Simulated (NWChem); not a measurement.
**A workflow on the pair CH3FN2···BH2Br**

We compute the energy (singlet CH5BBrFN2, r2SCAN-D3(BJ)/3-21G), then the energy (singlet CH3FN2, r2SCAN-D3(BJ)/3-21G), then the energy (singlet BH2Br, r2SCAN-D3(BJ)/3-21G), then a single-point energy (singlet CH3FN2, r2SCAN-D3(BJ)/3-21G), then a single-point energy (singlet BH2Br, r2SCAN-D3(BJ)/3-21G) of CH5BBrFN2 and its partners. 

The calculation is run with NWChem 7.3.0.

**1. The system as given**

The species is CH5BBrFN2 (11 atoms), meant as a singlet with charge 0. The two molecules were placed rigidly side by side, at 0.8 times their contact distance; the pair isn't optimised.

Bond lengths: N1–C2 1.252 Å, C2–N3 1.356 Å, C2–F4 1.350 Å, B8–Br9 1.891 Å, N1–H5 1.013 Å, N3–H6 1.005 Å, N3–H7 1.004 Å, B8–H10 1.188 Å, B8–H11 1.188 Å. Angles: N1–C2–N3 126.2°, N1–C2–F4 124.1°, N3–C2–F4 109.8°, C2–N1–H5 111.7°, C2–N3–H6 115.5°, C2–N3–H7 117.5°, Br9–B8–H10 117.8°, Br9–B8–H11 117.8°, H6–N3–H7 117.2°, H10–B8–H11 124.3°.

**2. The energy at r2SCAN-D3(BJ)/3-21G (run 1)**

The input, job.nw:

```
start job
memory total 2200 mb
charge 0

geometry noautosym nocenter noautoz
 N    -0.848870    1.059810   -0.303070
 C    -0.259970   -0.035790   -0.163870
 N     0.769330   -0.288790    0.681230
 F    -0.598870   -1.165090   -0.821370
 H    -1.629770    0.986010   -0.944470
 H     1.212430    0.521310    1.077330
 H     1.355730   -1.077490    0.474230
 B    -0.273640   -4.171760   -0.523270
 Br    0.868800   -5.614650   -0.088360
 H    -1.442620   -4.325480   -0.374510
 H     0.225060   -3.171440   -0.926700
end

basis spherical bse
 * library 3-21G
end

dft
 xc r2scan
 disp vdw 4
 grid fine
 convergence energy 1e-08
 maxiter 100
 mulliken
 print low
end

task dft energy
```

Launch:

```console
$ nwchem job.nw > job.out
```

What it wrote, cut to the lines that bear on the results:

```text
[...]
 d= 0,ls=0.0,diis     1  -2835.1488755605 -3.16D+03  2.58D-02  1.32D+00     2.6
[...]
 d= 0,ls=0.0,diis    11  -2835.3076395113 -3.22D-09  2.21D-07  3.95D-10    18.2
         Total DFT energy =    -2835.307639511262
      One electron energy =    -4595.375843049717
           Coulomb energy =     1559.353506722955
    Exchange-Corr. energy =     -126.690604679331
 Nuclear repulsion energy =      327.407316461308
    Dispersion correction =       -0.002014966478
[...]
      Total Density - Mulliken Population Analysis
     ---------------------------------------------
    Atom       Charge   Shell Charges
 -----------   ------   -------------------------------------------------------
    1 N    7     7.67   1.99  0.39  1.82  1.42  2.04
    2 C    6     5.20   1.98  0.45  1.61  0.40  0.75
    3 N    7     7.81   1.99  0.38  1.92  1.31  2.21
    4 F    9     9.27   1.98  0.45  2.47  1.56  2.81
    5 H    1     0.71   0.46  0.25
    6 H    1     0.65   0.44  0.20
    7 H    1     0.66   0.45  0.21
    8 B    5     5.15   1.99  0.44  1.22  0.76  0.75
    9 Br  35    35.02   2.00  2.00  5.99  2.00  5.96  0.81  2.42  1.19  2.66 10.00
   10 H    1     0.93   0.46  0.47
[...]
```

Wall time 19 s (1 thread of Intel Xeon Platinum 8259CL at 2.50GHz (Skylake/Cascade Lake), shared host); peak memory 0.12 GiB.

**3. CH3FN2: the energy at r2SCAN-D3(BJ)/3-21G (run 2)**

The input, ch3fn2.nw:

```
start ch3fn2
memory 2200 mb

geometry units atomic noautosym nocenter noautoz
N     -1.60413182     2.00275064    -0.57271930
C     -0.49127210    -0.06763330    -0.30966942
N      1.45382300    -0.54573401     1.28733813
F     -1.13170028    -2.20170101    -1.55216435
H     -3.07981895     1.86328886    -1.78478963
H      2.29116065     0.98513313     2.03585865
H      2.56195840    -2.03616100     0.89616482
end

basis spherical bse
N library 3-21G
C library 3-21G
F library 3-21G
H library 3-21G
end

dft
xc r2scan
disp vdw 4
grid fine
convergence energy 1e-08
iterations 100
mulliken
print low
end

task dft energy
```

Launch:

```console
$ nwchem ch3fn2.nw > ch3fn2.out
```

What it wrote, cut to the lines that bear on the results:

```text
[...]
 d= 0,ls=0.0,diis     1   -247.6284494775 -3.69D+02  4.08D-02  1.09D+00     0.7
[...]
 d= 0,ls=0.0,diis    10   -247.7545326857 -5.34D-09  1.56D-06  6.87D-09     5.4
         Total DFT energy =     -247.754532685695
      One electron energy =     -580.901015396284
           Coulomb energy =      241.950698101767
    Exchange-Corr. energy =      -30.662074887481
 Nuclear repulsion energy =      121.858771000462
    Dispersion correction =       -0.000911504160
[...]
      Total Density - Mulliken Population Analysis
     ---------------------------------------------
    Atom       Charge   Shell Charges
 -----------   ------   -------------------------------------------------------
    1 N    7     7.67   1.99  0.39  1.82  1.42  2.04
    2 C    6     5.21   1.98  0.45  1.61  0.40  0.76
    3 N    7     7.80   1.99  0.38  1.92  1.31  2.21
    4 F    9     9.29   1.98  0.45  2.47  1.56  2.82
    5 H    1     0.71   0.46  0.25
    6 H    1     0.65   0.44  0.21
    7 H    1     0.66   0.45  0.21
[...]
```

Run time: 6 s. Hardware: 1 thread of Intel Xeon Platinum 8259CL at 2.50GHz (Skylake/Cascade Lake), shared host; peak memory 0.12 GiB.

**4. BH2Br: the energy at r2SCAN-D3(BJ)/3-21G (run 3)**

The input, struct.nw:

```
START struct
memory 2200 mb
charge 0

GEOMETRY units angstrom noautosym nocenter noautoz
B       -0.273640      -4.171760      -0.523270
Br       0.868800      -5.614650      -0.088360
H       -1.442620      -4.325480      -0.374510
H        0.225060      -3.171440      -0.926700
END

BASIS "ao basis" spherical bse
* library 3-21G
END

DFT
xc r2scan
disp vdw 4
grid fine
convergence energy 1e-08
iterations 100
mulliken
noprint "final vectors analysis"
END

TASK dft
```

Launch:

```console
$ nwchem struct.nw > struct.out
```

What it wrote, cut to the lines that bear on the results:

```text
[...]
          Wavefunction type:  closed shell.
          No. of atoms     :     4
          No. of electrons :    42
[...]
          Charge           :     0
          Spin multiplicity:     1
[...]
          AO basis - number of functions:    35
[...]
              XC Information
              --------------
                      r^2SCAN Method XC Functional
               r^2SCAN metaGGA Exchange Functional  1.000
                     r^2SCAN Correlation Potential  1.000
[...]
 d= 0,ls=0.0,diis     1  -2587.5157393963 -2.66D+03  2.76D-02  2.33D-01     0.6
[...]
 d= 0,ls=0.0,diis     8  -2587.5493705630 -9.32D-11  3.58D-08  1.11D-12     3.2
         Total DFT energy =    -2587.549370562966
      One electron energy =    -3738.654095314349
           Coulomb energy =     1179.549193382926
    Exchange-Corr. energy =      -96.033280861719
 Nuclear repulsion energy =       67.589270523942
    Dispersion correction =       -0.000458293766
[...]
      Total Density - Mulliken Population Analysis
     ---------------------------------------------
    Atom       Charge   Shell Charges
 -----------   ------   -------------------------------------------------------
    1 B    5     5.13   1.99  0.44  1.22  0.75  0.74
    2 Br  35    35.01   2.00  2.00  5.99  2.00  5.96  0.81  2.42  1.19  2.65 10.00
    3 H    1     0.93   0.46  0.47
    4 H    1     0.93   0.46  0.47
[...]
```

Wall time 3.9 s (1 thread of Intel Xeon Platinum 8259CL at 2.50GHz (Skylake/Cascade Lake), shared host); peak memory 0.12 GiB.

**5. CH3FN2 among ghost functions: the energy at r2SCAN-D3(BJ)/3-21G (with ghost functions) (run 4)**

The input, work.nw:

```
START work
memory stack 880 mb heap 220 mb global 1100 mb
GEOMETRY noautosym nocenter noautoz
   N     -0.848870     1.059810    -0.303070
   C     -0.259970    -0.035790    -0.163870
   N      0.769330    -0.288790     0.681230
   F     -0.598870    -1.165090    -0.821370
   H     -1.629770     0.986010    -0.944470
   H      1.212430     0.521310     1.077330
   H      1.355730    -1.077490     0.474230
   bqB     -0.273640    -4.171760    -0.523270
   bqBr     0.868800    -5.614650    -0.088360
   bqH     -1.442620    -4.325480    -0.374510
   bqH      0.225060    -3.171440    -0.926700
END
BASIS spherical bse
   N library 3-21G
   C library 3-21G
   F library 3-21G
   H library 3-21G
   bqB library B 3-21G
   bqBr library Br 3-21G
   bqH library H 3-21G
END
DFT
   xc r2scan
   disp vdw 4
   grid fine
   convergence energy 1e-08
   maxiter 100
   mulliken
   print low
END
TASK dft energy
```

Launch:

```console
$ nwchem work.nw > work.out
```

What it wrote, cut to the lines that bear on the results:

```text
[...]
 d= 0,ls=0.0,diis     1   -247.6342618658 -3.69D+02  2.23D-02  1.09D+00     2.2
[...]
 d= 0,ls=0.0,diis    10   -247.7606563874 -6.94D-09  8.15D-07  5.51D-09    20.3
         Total DFT energy =     -247.760656387370
      One electron energy =     -580.788173937922
           Coulomb energy =      241.817703512746
    Exchange-Corr. energy =      -30.648054248079
 Nuclear repulsion energy =      121.858779790058
    Dispersion correction =       -0.000911504173
[...]
      Total Density - Mulliken Population Analysis
     ---------------------------------------------
    Atom       Charge   Shell Charges
 -----------   ------   -------------------------------------------------------
    1 N    7     7.67   1.99  0.39  1.82  1.42  2.04
    2 C    6     5.20   1.98  0.45  1.61  0.40  0.75
    3 N    7     7.80   1.99  0.38  1.92  1.31  2.21
    4 F    9     9.27   1.98  0.45  2.47  1.56  2.81
    5 H    1     0.71   0.46  0.25
    6 H    1     0.65   0.44  0.21
    7 H    1     0.66   0.45  0.21
    8 X    0     0.01  -0.00 -0.00 -0.00 -0.00  0.01
    9 X    0     0.00  -0.00 -0.00 -0.00 -0.00 -0.00 -0.00 -0.00  0.00  0.00 -0.00
   10 X    0    -0.00   0.00 -0.00
[...]
```

It took 21 s on 1 thread of Intel Xeon Platinum 8259CL at 2.50GHz (Skylake/Cascade Lake), shared host; peak memory 0.12 GiB.

**6. BH2Br among ghost functions: the energy at r2SCAN-D3(BJ)/3-21G (with ghost functions) (run 5)**

The input, bbrh2.nw:

```
echo
start bbrh2
memory 2200 mb
charge 0

geometry units angstrom noautosym nocenter noautoz
  B    -0.273640   -4.171760   -0.523270
  Br    0.868800   -5.614650   -0.088360
  H    -1.442620   -4.325480   -0.374510
  H     0.225060   -3.171440   -0.926700
  bqN     -0.848870     1.059810    -0.303070
  bqC     -0.259970    -0.035790    -0.163870
  bqN      0.769330    -0.288790     0.681230
  bqF     -0.598870    -1.165090    -0.821370
  bqH     -1.629770     0.986010    -0.944470
  bqH      1.212430     0.521310     1.077330
  bqH      1.355730    -1.077490     0.474230
end

basis spherical bse
  B library 3-21G
  Br library 3-21G
  H library 3-21G
  bqN library N 3-21G
  bqC library C 3-21G
  bqF library F 3-21G
  bqH library H 3-21G
end

dft
  xc r2scan
  mult 1
  disp vdw 4
  grid fine
  convergence energy 1e-08
  iterations 100
  mulliken
  noprint "final vectors analysis"
end

task dft energy
```

Launch:

```console
$ nwchem bbrh2.nw > bbrh2.out
```

What it wrote, cut to the lines that bear on the results:

```text
[...]
          Wavefunction type:  closed shell.
          No. of atoms     :    11
          No. of electrons :    42
[...]
          Charge           :     0
          Spin multiplicity:     1
[...]
          AO basis - number of functions:    77
[...]
              XC Information
              --------------
                      r^2SCAN Method XC Functional
               r^2SCAN metaGGA Exchange Functional  1.000
                     r^2SCAN Correlation Potential  1.000
[...]
 d= 0,ls=0.0,diis     1  -2587.5158355091 -2.66D+03  1.26D-02  2.33D-01     2.1
[...]
 d= 0,ls=0.0,diis     8  -2587.5495438379 -9.37D-11  1.75D-08  1.35D-12    12.6
         Total DFT energy =    -2587.549543837946
      One electron energy =    -3738.646135607815
           Coulomb energy =     1179.540566900945
    Exchange-Corr. energy =      -96.032787361252
 Nuclear repulsion energy =       67.589270523942
    Dispersion correction =       -0.000458293766
[...]
      Total Density - Mulliken Population Analysis
     ---------------------------------------------
    Atom       Charge   Shell Charges
 -----------   ------   -------------------------------------------------------
    1 B    5     5.13   1.99  0.44  1.22  0.75  0.73
    2 Br  35    35.01   2.00  2.00  5.99  2.00  5.96  0.81  2.42  1.19  2.65 10.00
    3 H    1     0.93   0.46  0.47
    4 H    1     0.93   0.46  0.47
    5 X    0     0.00  -0.00 -0.00 -0.00  0.00  0.00
    6 X    0     0.00  -0.00 -0.00 -0.00  0.00  0.00
    7 X    0    -0.00   0.00  0.00 -0.00 -0.00 -0.00
    8 X    0    -0.00   0.00  0.00  0.00 -0.00 -0.00
    9 X    0     0.00   0.00  0.00
   10 X    0     0.00   0.00  0.00
[...]
```

It took 13 s on 1 thread of Intel Xeon Platinum 8259CL at 2.50GHz (Skylake/Cascade Lake), shared host; peak memory 0.12 GiB.

**7. Summary of results**

| quantity | value |
| --- | --- |
| run 1, r2SCAN-D3(BJ)/3-21G: total energy | -2835.30764 Eh |
| run 1, r2SCAN-D3(BJ)/3-21G: dispersion energy | -5.29 kJ/mol |
| CH3FN2: total energy | -247.75453 Eh |
| CH3FN2: dispersion energy | -2.39 kJ/mol |
| BH2Br: total energy | -2587.54937 Eh |
| BH2Br: dipole moment | 0.40 D |
| BH2Br: dispersion energy | -1.20 kJ/mol |
| CH3FN2 among ghost functions: total energy | -247.76066 Eh |
| CH3FN2 among ghost functions: dispersion energy | -2.39 kJ/mol |
| BH2Br among ghost functions: total energy | -2587.54954 Eh |
| BH2Br among ghost functions: dipole moment | 0.38 D |
| BH2Br among ghost functions: dispersion energy | -1.20 kJ/mol |
| interaction energy of the rigid parts CH3FN2 and BH2Br (parts in their own basis; closest atoms 2.17 Å apart) | -0.102 eV |
| interaction energy of the rigid parts CH3FN2 and BH2Br (parts in the whole basis, counterpoise; closest atoms 2.17 Å apart) | 0.070 eV |

The interaction energy of the rigid parts CH3FN2 and BH2Br (parts in their own basis; closest atoms 2.17 Å apart) is −0.10 eV (−2.3 kcal/mol). Without counterpoise this holds the superposition error of the basis. The interaction energy of the rigid parts CH3FN2 and BH2Br (parts in the whole basis, counterpoise; closest atoms 2.17 Å apart) is 0.07 eV (1.6 kcal/mol): the parts repel at this shape. The basis-set superposition error is 16.5 kJ/mol. It is larger than the uncorrected attraction, which is thus an artefact of the basis. Mulliken charges (run 1, r2SCAN-D3(BJ)/3-21G) run from -0.81 on N3 to +0.80 on C2; they depend strongly on the basis. Mulliken charges (BH2Br) run from -0.13 on B1 to +0.07 on H3.
